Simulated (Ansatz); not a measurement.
Run this with Ansatz 0.2.0, Python API and show what comes out.

`torsion_ch8asgen.py`
```python
"""Rigid torsion scan of CH8AsGeN."""

import warnings

import ansatz as az
from ase import Atoms

warnings.simplefilter("ignore", az.DeckWarning)

atoms = Atoms(["C", "N", "Ge", "As", "H", "H", "H", "H", "H", "H", "H", "H"], positions=[
    (-1.2044, 1.1393, 0.3764),
    (-1.2647, -0.3151, 0.4796),
    (0.219, -1.0497, -0.3933),
    (2.2178, -0.5453, 0.8339),
    (-2.0998, 1.5791, 0.8639),
    (-1.1884, 1.4621, -0.688),
    (-0.3043, 1.5248, 0.9008),
    (-2.1107, -0.6354, -0.0447),
    (0.0508, -2.5879, -0.4807),
    (0.3276, -0.4661, -1.8253),
    (3.127, -1.0361, -0.3398),
    (2.23, 0.9304, 0.3171),
])

# relax first, so that the scan starts from a minimum
first = (
    az.Crystal.molecule_from_ase(atoms).calculation()
    .basis(gaussian="def2-SVP")
    .functional("pbe0")
    .relax(force_tolerance=0.02, max_steps=80)
)
atoms.positions = first.run(threads=1, backend="cpu").report["positions_ang"]

start = atoms.get_dihedral(0, 1, 2, 3)
energies = {}
for turn in range(0, 360, 40):
    turned = atoms.copy()
    turned.set_dihedral(0, 1, 2, 3, start + turn, indices=[2, 3, 8, 9, 10, 11])
    setup = (
        az.Crystal.molecule_from_ase(turned).calculation()
        .basis(gaussian="def2-SVP")
        .correlation("mp2")
    )
    energies[round((start + turn) % 360)] = setup.run(threads=1, backend="cpu").report["free_energy_ev"]
floor = min(energies.values())
print("dihedral C0-N1-Ge2-As3 (deg)   E - E(min) (kcal/mol)")
for angle, e in sorted(energies.items()):
    print(f"{angle:8d} {23.060548 * (e - floor):14.3f}  " + "#" * int(30 * (e - floor) / max(max(energies.values()) - floor, 1e-9)))
```

```console
$ python torsion_ch8asgen.py
dihedral C0-N1-Ge2-As3 (deg)   E - E(min) (kcal/mol)
      31          1.021  #############
      71          0.000
     111          1.684  ######################
     151          2.230  ##############################
     191          1.329  #################
     231          1.729  #######################
     271          0.898  ############
     311          0.362  ####
     351          1.809  ########################
```

Notes:
- The scan is rigid and the energies are electronic, in a modest basis. With rigid groups the curve can differ much from the relaxed path, the start wasn't checked as a minimum of this torsion, and equivalent turns needn't return to the same energy.
- The start is relaxed with a density functional and scanned with the wavefunction method, so it isn't exactly that method's minimum.
- Run time: 99 s on 1 thread of Arm Neoverse V2, on a shared host, peak memory 0.44 GiB.
